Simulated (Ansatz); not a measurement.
# SiMo6: the cost of one run

Method: DFT PBEsol, scalar-relativistic, plane waves, PAW, in Ansatz 0.2.0.

The COD entry's cell or inner coordinates are ideal or old and differ from later refinements, so a difference from it is no clean test against experiment.

8 further runs of the same task are left out: 8 set aside as unsound or not needed. Runs told in other sessions of the task aren't counted.

## Step 1: The starting structure

The structure is triclinic, space group P1 (No. 1). Conventional cell: a = 4.426 Å, b = 4.426 Å, c = 19.725 Å, α = 90.00°, β = 90.00°, γ = 120.00°. Around Mo (site symmetry 1) lie 4 Mo at 2.64 to 2.71 Å. Mo (site symmetry 1) is surrounded by 7 Mo at 2.54 to 2.71 Å. Around Mo (site symmetry 1) lie 7 Mo at 2.42 to 2.71 Å. Mo (site symmetry 1) is surrounded by 13 Mo at 2.64 to 3.09 Å. Around Mo (site symmetry 1) lie 7 Mo at 2.54 to 2.68 Å. Mo (site symmetry 1) is surrounded by 1 Si at 2.37 Å and 4 Mo at 2.42 to 2.67 Å. Around Si (site symmetry 1) lie 1 Mo at 2.37 Å.

As a file:

```
CELL_PARAMETERS angstrom
4.42568 0.00000 0.00000
-2.21284 3.83275 0.00000
0.00000 0.00000 19.72477
ATOMIC_POSITIONS crystal
Mo 0.66667 0.33333 0.20279
Mo 0.33333 0.66667 0.24859
Mo 0.00000 0.00000 0.29439
Mo 0.66667 0.33333 0.33681
Mo 0.33333 0.66667 0.37723
Mo 0.00000 0.00000 0.41698
Si 0.00000 0.22222 0.52619
```

This is the geometry of the first run shown, built on a cell relaxed beforehand with the same method.

## Step 2: The scan

Atoms count from 1 in the order of the input.

Si is moved over the surface cell; relaxed at each place: the height of the adsorbate's atoms; substrate rigid; the origin of the map has the adsorbate above Mo6.

First coordinate, position of Si7 along the first surface vector, from above Mo6: 9 values from 0.000 to 0.889, periodic. Second coordinate, position of Si7 along the second surface vector, from above Mo6: 9 values from 0.000 to 0.889, periodic.

Relaxed at each point: the height of the adsorbate's atoms; substrate rigid. Points are written as (first, second).

The two vectors of the plane (Å): (4.426, 0.000, 0.000); (-2.213, 3.833, 0.000).

## Step 3: Point (0/9, 2/9) of the map's two axes

File input.yaml:

```yaml
crystal:
  lattice:
    - [4.4256825775, 0.0, 0.0]
    - [-2.2128412888, 3.8327535412, 0.0]
    - [0.0, 0.0, 19.7247696238]
  atoms:
    - { symbol: Mo, position: [0.6666666667, 0.3333333333, 0.2027907081] }
    - { symbol: Mo, position: [0.3333333333, 0.6666666667, 0.2485904153] }
    - { symbol: Mo, position: [0.0, 0.0, 0.2943901225] }
    - { symbol: Mo, position: [0.6666666667, 0.3333333333, 0.3368101115] }
    - { symbol: Mo, position: [0.3333333333, 0.6666666667, 0.3772266203] }
    - { symbol: Mo, position: [0.0, 0.0, 0.4169767141] }
    - { symbol: Si, position: [0.0, 0.2222222222, 0.5261904358] }
basis:
  ecutwfc: 420
kpoints:
  mp_grid: { grid: [6, 6, 1] }
hamiltonian:
  xc: pbesol
  pseudopotentials: { kind: paw, azcp: { folder: soft_1 } }
scf:
  occupations: { method: gaussian, width: 0.1 }
output:
  forces: true
  eigenvalues: true
relax:
  adjacent_minimum: "off"
  f_tol: 0.025
  max_steps: 16
  constraints: [{ sites: [0, 1, 2, 3, 4, 5] }, { sites: [6], fix: xy }]
efield:
  axis: 3
  dipole_correction: true
  ramp_width: 0.04
```

On the command line:

```bash
$ ansatz run input.yaml --threads 1 --pin off --max-ram 3072MiB --backend cpu --events-out ev --progress --plain --runs-dir out
```

Q: Estimate wall time and peak memory on 1 thread of Arm Neoverse V2, shared host.

About 95 s, with a peak of 0.59 GiB.
